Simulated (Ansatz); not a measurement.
# C2H7AlO2 (SMILES C[O][Al]([CH3])[OH]): levels of theory compared

We compute a comparison of 4 runs (HF/STO-3G, HF/def2-SVP, HF/aug-cc-pVDZ, CAM-B3LYP/6-311G**) of C2H7AlO2. 

Program for the calculation: Ansatz 0.2.0.

1 further run of the same task is left out (for a known fault of the program).

### 1 The structure to begin with

C2H7AlO2 has 12 atoms, charge 0, and is taken as a singlet. As SMILES, `C[O][Al]([CH3])[OH]`. The coordinates come from a PBE0-D4/def2-TZVP relaxation. This is one conformer, not always the lowest.

Bond lengths: C1–O2 1.395 Å, O2–Al3 1.690 Å, Al3–C4 1.938 Å, Al3–O5 1.694 Å, C1–H6 1.096 Å, C1–H7 1.098 Å, C1–H8 1.096 Å, C4–H9 1.094 Å, C4–H10 1.092 Å, C4–H11 1.094 Å, O5–H12 0.956 Å. Some angles: C1–O2–Al3 134.5°, O2–Al3–C4 123.0°, O2–Al3–O5 117.2°, C4–Al3–O5 119.8°, O2–C1–H6 110.3°, O2–C1–H7 112.8°, O2–C1–H8 110.3°, Al3–C4–H9 111.4°, Al3–C4–H10 111.3°, Al3–C4–H11 111.3°.

### 2 Energy and gradient at HF/STO-3G (run 1)

Input file job.yaml:

```yaml
crystal:
  periodic: [false, false, false]
  atoms:
    - {symbol: C, position_ang: [-1.404700, -0.274300, 1.507100]}
    - {symbol: O, position_ang: [-0.217900, 0.396400, 1.210800]}
    - {symbol: Al, position_ang: [0.797400, 0.468400, -0.138700]}
    - {symbol: C, position_ang: [0.451400, -0.514700, -1.773000]}
    - {symbol: O, position_ang: [2.171000, 1.453800, -0.023400]}
    - {symbol: H, position_ang: [-2.196100, 0.442900, 1.751600]}
    - {symbol: H, position_ang: [-1.761400, -0.896000, 0.674900]}
    - {symbol: H, position_ang: [-1.266100, -0.926900, 2.376200]}
    - {symbol: H, position_ang: [-0.519800, -0.248600, -2.200500]}
    - {symbol: H, position_ang: [1.216700, -0.314600, -2.525900]}
    - {symbol: H, position_ang: [0.432100, -1.593500, -1.591900]}
    - {symbol: H, position_ang: [2.374200, 1.952100, 0.766700]}
basis:
  gaussian:
    orbitals: STO-3G
accuracy: high
output: {forces: true, orbitals: {seedname: orbitals}}
hamiltonian:
  xc: hf
```

Run with:

```sh
$ ansatz run job.yaml --threads 1 --pin off --max-ram 2610MiB --events-out events.jsonl --progress --plain --runs-dir runs
```

The program printed (excerpt; [...] marks lines left out):

```text
Warning: RAYON_NUM_THREADS=1 ignored (pool sized by the plan → 1); use --threads N
Functional definition: HF
  name "HF"
[...]
744 factors; integrals over basis functions are off by at most 2.4e-9 eV
[...]
mean field -12671.72294645 eV, -465.6772290796 hartree, gradient 7.4e-9 eV, S^2 0.000000; 0 other end points of the search recorded, 0 dependent functions left out
[...]
reference -12671.72294645 eV, -465.6772290796 hartree; 24, 24 occupied and 12, 12 virtual orbitals, 744 factors
Total energy: -12671.72294645 eV, -465.6772290796 hartree
Atom 0 at    -1.404700    -0.274300     1.507100 Å, force     0.171924    -0.219984    -0.736998 eV/Å
Atom 1 at    -0.217900     0.396400     1.210800 Å, force     1.828125     0.975828    -0.581597 eV/Å
Atom 2 at     0.797400     0.468400    -0.138700 Å, force    -0.296771     0.001730     0.445143 eV/Å
Atom 3 at     0.451400    -0.514700    -1.773000 Å, force     0.094953     0.417463     0.796441 eV/Å
Atom 4 at     2.171000     1.453800    -0.023400 Å, force    -1.073472    -1.661574    -2.044146 eV/Å
Atom 5 at    -2.196100     0.442900     1.751600 Å, force    -0.188989    -0.069621     0.042398 eV/Å
Atom 6 at    -1.761400    -0.896000     0.674900 Å, force    -0.259506    -0.111531     0.141091 eV/Å
Atom 7 at    -1.266100    -0.926900     2.376200 Å, force    -0.157054    -0.117383     0.064885 eV/Å
Atom 8 at    -0.519800    -0.248600    -2.200500 Å, force     0.470493    -0.113413     0.122376 eV/Å
Atom 9 at     1.216700    -0.314600    -2.525900 Å, force    -0.368448    -0.143800     0.249094 eV/Å
Atom 10 at     0.432100    -1.593500    -1.591900 Å, force     0.051035     0.476792    -0.143028 eV/Å
Atom 11 at     2.374200     1.952100     0.766700 Å, force    -0.272290     0.565493     1.644343 eV/Å
Dipole moment:    -0.125138    -0.055498     0.065041 e Å
```

Run time: 1.3 s. Hardware: 1 thread of Arm Neoverse V1, shared host; peak memory 0.3 GiB.

### 3 Energy and forces at HF/def2-SVP (run 2)

Input file run.yaml:

```yaml
crystal:
  periodic: [false, false, false]
  atoms:
    - {symbol: C, position_ang: [-1.404700, -0.274300, 1.507100]}
    - {symbol: O, position_ang: [-0.217900, 0.396400, 1.210800]}
    - {symbol: Al, position_ang: [0.797400, 0.468400, -0.138700]}
    - {symbol: C, position_ang: [0.451400, -0.514700, -1.773000]}
    - {symbol: O, position_ang: [2.171000, 1.453800, -0.023400]}
    - {symbol: H, position_ang: [-2.196100, 0.442900, 1.751600]}
    - {symbol: H, position_ang: [-1.761400, -0.896000, 0.674900]}
    - {symbol: H, position_ang: [-1.266100, -0.926900, 2.376200]}
    - {symbol: H, position_ang: [-0.519800, -0.248600, -2.200500]}
    - {symbol: H, position_ang: [1.216700, -0.314600, -2.525900]}
    - {symbol: H, position_ang: [0.432100, -1.593500, -1.591900]}
    - {symbol: H, position_ang: [2.374200, 1.952100, 0.766700]}
basis:
  gaussian: {orbitals: def2-SVP}
hamiltonian: {xc: hf}
accuracy: high
output: {forces: true, orbitals: {seedname: orbitals}}
```

Run with:

```sh
$ ansatz run run.yaml --threads 1 --pin off --max-ram 2610MiB --events-out events.jsonl --progress --plain --runs-dir runs
```

The program printed (excerpt; [...] marks lines left out):

```text
Warning: RAYON_NUM_THREADS=1 ignored (pool sized by the plan → 1); use --threads N
Functional definition: HF
  name "HF"
[...]
2554 factors; integrals over basis functions are off by at most 1.9e-8 eV
[...]
mean field -12825.07351193 eV, -471.3127584163 hartree, gradient 2.0e-8 eV, S^2 0.000000; 0 other end points of the search recorded, 0 dependent functions left out
[...]
reference -12825.07351193 eV, -471.3127584163 hartree; 24, 24 occupied and 85, 85 virtual orbitals, 2554 factors
Total energy: -12825.07351193 eV, -471.3127584163 hartree
Atom 0 at    -1.404700    -0.274300     1.507100 Å, force     0.267410     0.236445     0.118496 eV/Å
Atom 1 at    -0.217900     0.396400     1.210800 Å, force    -0.486493    -0.345303    -0.031288 eV/Å
Atom 2 at     0.797400     0.468400    -0.138700 Å, force     0.206747     0.171823     0.067618 eV/Å
Atom 3 at     0.451400    -0.514700    -1.773000 Å, force    -0.048925    -0.092634    -0.130598 eV/Å
Atom 4 at     2.171000     1.453800    -0.023400 Å, force     0.045689     0.394974     0.798991 eV/Å
Atom 5 at    -2.196100     0.442900     1.751600 Å, force     0.071877    -0.086089    -0.025583 eV/Å
Atom 6 at    -1.761400    -0.896000     0.674900 Å, force     0.058859     0.070417     0.066497 eV/Å
Atom 7 at    -1.266100    -0.926900     2.376200 Å, force    -0.028228     0.061224    -0.092165 eV/Å
Atom 8 at    -0.519800    -0.248600    -2.200500 Å, force    -0.014077    -0.013302    -0.035396 eV/Å
Atom 9 at     1.216700    -0.314600    -2.525900 Å, force    -0.001791    -0.005785    -0.010951 eV/Å
Atom 10 at     0.432100    -1.593500    -1.591900 Å, force    -0.003887    -0.027591    -0.026622 eV/Å
Atom 11 at     2.374200     1.952100     0.766700 Å, force    -0.067181    -0.364179    -0.699000 eV/Å
Dipole moment:    -0.262243    -0.130623     0.105314 e Å
```

Run time: 8.1 s. Hardware: 1 thread of Arm Neoverse V1, shared host; peak memory 0.36 GiB.

Run 3 isn't shown in full; the table further down has it.

### 4 Energy and gradient at CAM-B3LYP/6-311G(d,p) (run 4)

job.yaml: that of step 2 with these lines changed.

```diff
@@ -16,7 +16,5 @@
 basis:
-  gaussian:
-    orbitals: STO-3G
+  gaussian: {orbitals: 6-311G_st__st_-spherical.json}
+hamiltonian: {xc: {name: CAM-B3LYP}}
+output: {forces: true, orbitals: {seedname: orbitals}}
 accuracy: high
-output: {forces: true, orbitals: {seedname: orbitals}}
-hamiltonian:
-  xc: hf
```

The basis set 6-311G** is read from a file made from the Basis Set Exchange's data (not shown).

Run with:

```sh
$ ansatz run job.yaml --threads 1 --pin off --max-ram 2610MiB --events-out events.jsonl --progress --plain --runs-dir runs
```

The program printed:

```text
Warning: RAYON_NUM_THREADS=1 ignored (pool sized by the plan → 1); use --threads N
[... 18 lines left out ...]
Total energy: -12881.59262466 eV, -473.3897974991 hartree
[... 12 lines left out ...]
Dipole moment:    -0.240173    -0.117880     0.100570 e Å
```

Wall time 26 s (1 thread of Arm Neoverse V1, shared host); peak memory 0.64 GiB.

### 5 All runs side by side

```csv
run,level,energy (Eh),dipole moment (D),HOMO energy (eV),LUMO energy (eV),wall time
1,HF/STO-3G,-465.677229,0.73,-8.05,10.14,1.3 s
2,HF/def2-SVP,-471.312758,1.50,-11.53,3.04,8.1 s
3,HF/aug-cc-pVDZ,-471.593945,1.37,-11.53,0.80,33 s
4,CAM-B3LYP/6-311G**,-473.389797,1.37,-9.31,1.13,26 s
```

### 6 What came out

| quantity | value |
| --- | --- |
| run 4: total energy | -473.38980 Eh |
| run 4: dipole moment | 1.37 D |
| run 4: HOMO energy | -9.31 eV |
| run 4: LUMO energy | 1.13 eV |
| run 4: HOMO–LUMO gap | 10.44 eV |
| run 4: largest force on an atom | 0.339 eV/Å |

**Reading.** The dipole moment (its size) runs from 0.73 D (HF/STO-3G) to 1.50 D (HF/def2-SVP). The HOMO–LUMO gap runs from 10.44 eV (CAM-B3LYP/6-311G**) to 18.19 eV (HF/STO-3G). The two ends differ in method and basis. In run 1 the basis is minimal, so the values are rough. All runs together took 68 s, the longest 33 s.
